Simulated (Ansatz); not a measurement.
# Si: a line through a two-coordinate scan

The task here is to estimate one member of a computed series from the others.

Program: Ansatz 0.2.0. Level of theory: DFT LDA, scalar-relativistic, plane waves, PAW. These are calculated values, not measurements.

1 further run of the same task is left out (set aside as unsound or not needed).

**Starting point**

Symmetry: Fd-3m, No. 227, cubic system. Conventional cell: a = 5.402 Å, b = 5.402 Å, c = 5.402 Å, α = 90.00°, β = 90.00°, γ = 90.00°. Si (site symmetry -43m) has 4 Si at 2.34 Å as nearest neighbours.

As a file:

```cif
data_structure
_symmetry_space_group_name_H-M 'Fd-3m:1'
_symmetry_Int_Tables_number 227
_cell_length_a 5.4016
_cell_length_b 5.4016
_cell_length_c 5.4016
_cell_angle_alpha 90.000
_cell_angle_beta 90.000
_cell_angle_gamma 90.000
_cell_volume 157.60
loop_
_atom_site_label
_atom_site_type_symbol
_atom_site_symmetry_multiplicity
_atom_site_Wyckoff_symbol
_atom_site_fract_x
_atom_site_fract_y
_atom_site_fract_z
_atom_site_occupancy
Si1 Si 8 a 0.50000 0.00000 0.50000 1
```

This cell was relaxed beforehand with the same method: volume 19.70 Å³/atom, gap on the mesh 0.44 eV.

**Plan of the line**

The energy is mapped over two homogeneous strains (x along [1 0 0], y along [0 1 0], z along [0 0 1] of the conventional cell).

- strain +e along x and -e along y: 9 values from −11.00 to 11.00 %
- strain +e along z and -e/2 along x and y: 9 values from −7.00 to 7.00 %

Nothing else is relaxed (symmetry fixes all fractional coordinates). Energies count from the relaxed crystal. Points are written as (first, second).

The first run:

input.yaml

```yaml
crystal:
  lattice:
    - [0.0, 2.7953269038, 2.511743015]
    - [2.7953269038, 0.0, 2.511743015]
    - [2.7953269038, 2.7953269038, 0.0]
  atoms:
    - { symbol: Si, position: [0.5, 0.5, 0.5] }
    - { symbol: Si, position: [0.75, 0.75, 0.75] }
basis:
  ecutwfc: 420
kpoints:
  mp_grid: { grid: [12, 12, 12] }
hamiltonian:
  xc: lda
  pseudopotentials: { kind: paw, azcp: { folder: soft_1 } }
scf:
  occupations: { method: gaussian, width: 0.05 }
output:
  forces: true
  stress: true
  eigenvalues: true
```

Command:

```
$ ansatz run input.yaml --threads 1 --pin off --max-ram 2048MiB --backend cpu --events-out ev --progress --plain --runs-dir out
```

Among the steps run: Grid point (0.00 %, −7.00 %); Grid point (0.00 %, −5.25 %); Grid point (0.00 %, −3.50 %); Point (0.00 %, −1.75 %); Grid point (0.00 %, 1.75 %); Grid point (0.00 %, 3.50 %); Grid point (0.00 %, 5.25 %); The run at (0.00 %, 7.00 %).

One table of the session follows, with a row left open; its other results are not shown here.

```
strain +e along z and -e/2 along x and y (%)  energy (meV/atom)  slope (meV/atom per %)  pressure (GPa)  band gap on the k-mesh (eV)
                                       −7.00                 38                    −9.9          −0.133                         0.00
                                       −5.25                 23                    −8.2          −0.026                         0.00
                                       −3.50                 10                    −5.7          −0.003                         0.00
                                       −1.75                  ?                       ?               ?                            ?
                                        0.00                  0                     0.0           0.009                         0.45
                                        1.75                2.8                     3.2           0.010                         0.30
                                        3.50                 11                     6.6           0.015                         0.16
                                        5.25                 26                    10.2           0.016                         0.00
                                        7.00                 47                    13.8           0.011                         0.00
```

Estimate the missing values for strain +e along z and -e/2 along x and y (%) = −1.75.

Worked estimate for «energy (meV/atom)». A straight line through the neighbours (−3.50, 10) and (0.00, 0) gives 10 + (0 − 10) × (−1.75 − −3.50) / (0.00 − −3.50) = 5.0; a parabola fitted to 4 rows on both sides gives 2.4.

The run gave: energy (meV/atom): 2.7; slope (meV/atom per %): −3.0; pressure (GPa): 0.009; band gap on the k-mesh (eV): 0.17. In «energy (meV/atom)» the line misses by +2.3 and the parabola by -0.3.

Energies count from the relaxed crystal. Rows without a step come from runs not printed here or follow by symmetry. Slopes come from the forces (and the stress, where the cell changes), not from differences of energies.

In words: The lowest point of the line is at 0.00 %, 0 meV/atom from the zero. Energies and slopes round the minimum, fitted together, put the minimum at 0.000 %, with a curvature of about 1.8 meV/atom per %². Divided by the reference volume, that is a stiffness of about 150 GPa for this pattern of strain. The highest point computed, at 7.00 %, lies 47 meV/atom above the lowest. The gap on the mesh reads zero on part of the line; semilocal functionals close small gaps early. This is one cut through a surface in two coordinates; it holds the lowest point sampled, which need not be a minimum. The gap on the mesh closes on part of the grid.

Limits of these values: Warnings in the runs' records: pseudo functional mismatch.
